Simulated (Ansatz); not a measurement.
# CH₇InN₂O: up Jacob's ladder to CCSD(T)

The task here is to estimate one member of a computed series from the others.

Program: Ansatz 0.2.0, Gaussian basis. Level of theory: functionals in def2-TZVPP, the program's frozen cores in correlated methods. These are calculated values, not measurements.

The runs, in order: LDA (SPW92), PBE-D4, revPBE-D4, BLYP-D4, r2SCAN-D4, B97M-V, PBE0-D4, B3LYP-D4, r2SCANh-D4, r2SCAN0-D4, HSE06-D4, BHLYP-D4, CAM-B3LYP-D4, LC-ωPBE, ωB97X-V, ωB97M-V, B2PLYP, PBE-QIDH; CCSD(T)/def2-SVP; CCSD(T)/def2-TZVPP; MP2/def2-QZVPP; extrapolation to the limit; RPA on PBE.

1 further run of the same task is left out (for a known fault of the program).

## Structure used throughout

An earlier PBE0-D4 in a triple-zeta def2 set relaxation fixed the geometry. In takes the def2 core potential; no spin-orbit term is included.

SMILES `C[O][In]([NH2])[NH2]`, 12 atoms, charge 0, spin multiplicity 1.

Atoms are counted from 1 here; the program's logs count them from 0.

Bond lengths: C1–O2 1.399 Å, C1–H6 1.100 Å, C1–H7 1.101 Å, C1–H8 1.096 Å, O2–In3 1.990 Å, In3–N4 2.019 Å, In3–N5 2.012 Å, N4–H9 1.010 Å, N4–H10 1.011 Å, N5–H11 1.010 Å, N5–H12 1.011 Å. Angles: O2–C1–H6 113.1°, O2–C1–H7 112.9°, O2–C1–H8 108.9°, H6–C1–H7 107.4°, H6–C1–H8 107.2°, H7–C1–H8 107.0°, C1–O2–In3 121.7°, O2–In3–N4 115.9°, O2–In3–N5 113.9°, N4–In3–N5 129.0°, In3–N4–H9 116.9°, In3–N4–H10 115.0°, H9–N4–H10 108.6°, In3–N5–H11 116.5°, In3–N5–H12 114.1°, H11–N5–H12 108.7°.

As a file:

```xyz
12

C    -1.8236    0.7182    1.0018
O    -1.3699   -0.3379    0.2043
In    0.5225   -0.4533   -0.4012
N     1.7684    0.9632    0.3194
N     0.9720   -2.1707   -1.3490
H    -1.2710    0.8120    1.9484
H    -1.7720    1.6928    0.4925
H    -2.8758    0.5445    1.2565
H     2.6138    1.1378   -0.2050
H     1.3315    1.8494    0.5319
H     1.7262   -2.1318   -2.0197
H     0.1780   -2.6241   -1.7801
```

The first run:

in.yaml

```yaml
crystal:
  periodic: [false, false, false]
  atoms:
    - {symbol: C, position_ang: [-1.823631, 0.718162, 1.001834]}
    - {symbol: O, position_ang: [-1.369905, -0.337870, 0.204322]}
    - {symbol: In, position_ang: [0.522455, -0.453312, -0.401181]}
    - {symbol: N, position_ang: [1.768395, 0.963249, 0.319414]}
    - {symbol: N, position_ang: [0.971972, -2.170677, -1.348994]}
    - {symbol: H, position_ang: [-1.271049, 0.811986, 1.948439]}
    - {symbol: H, position_ang: [-1.771951, 1.692829, 0.492490]}
    - {symbol: H, position_ang: [-2.875789, 0.544478, 1.256544]}
    - {symbol: H, position_ang: [2.613807, 1.137791, -0.204973]}
    - {symbol: H, position_ang: [1.331497, 1.849353, 0.531899]}
    - {symbol: H, position_ang: [1.726161, -2.131835, -2.019740]}
    - {symbol: H, position_ang: [0.178047, -2.624145, -1.780053]}
basis:
  gaussian: {orbitals: def2-TZVPP}
hamiltonian: {xc: lda}
output: {orbitals: {seedname: orbitals}}
```

On the command line:

```bash
$ ansatz run in.yaml --threads 4 --pin off --events-out ev --progress --plain --max-ram 10444MiB
```

Steps of the session up to this table: LDA; PBE-D4 (GGA); revPBE-D4 (GGA); BLYP-D4 (GGA); r2SCAN-D4 (meta-GGA); B97M-V (meta-GGA); B3LYP-D4 (hybrid); r2SCANh-D4 (hybrid); r2SCAN0-D4 (hybrid); HSE06-D4 (hybrid); BHLYP-D4 (hybrid); CAM-B3LYP-D4 (range-separated); LC-ωPBE (range-separated); ωB97X-V (range-separated); ωB97M-V (range-separated); B2PLYP (double hybrid); PBE-QIDH (double hybrid).

One of the session's tables, all rows but one given; the rest of the session is left out.

| functional | HOMO (eV) | gap (eV) |
| --- | --- | --- |
| LDA (SPW92) | -5.75 | 3.58 |
| PBE-D4 | -5.59 | 3.66 |
| revPBE-D4 | -5.52 | 3.71 |
| BLYP-D4 | -5.50 | 3.59 |
| r2SCAN-D4 | -5.89 | 4.22 |
| B97M-V | -5.99 | 4.12 |
| PBE0-D4 | -7.10 | 6.03 |
| B3LYP-D4 | -6.86 | 5.46 |
| r2SCANh-D4 | -6.46 | 5.10 |
| r2SCAN0-D4 | -7.32 | 6.40 |
| HSE06-D4 | -6.69 | 5.25 |
| BHLYP-D4 | -8.41 | 8.06 |
| CAM-B3LYP-D4 | -8.53 | 8.32 |
| LC-ωPBE | -9.91 | 10.95 |
| ωB97X-V | -9.55 | 10.39 |
| ωB97M-V | ? | ? |

Estimate the missing values for ωB97M-V.

The run gave: HOMO (eV): -9.47; gap (eV): 10.03. In the column «HOMO (eV)» it lies between ωB97X-V (-9.55) and CAM-B3LYP-D4 (-8.53).

Limits of these values: All levels share the lack of spin-orbit coupling, which lowers the free heavy atoms and so the true binding.
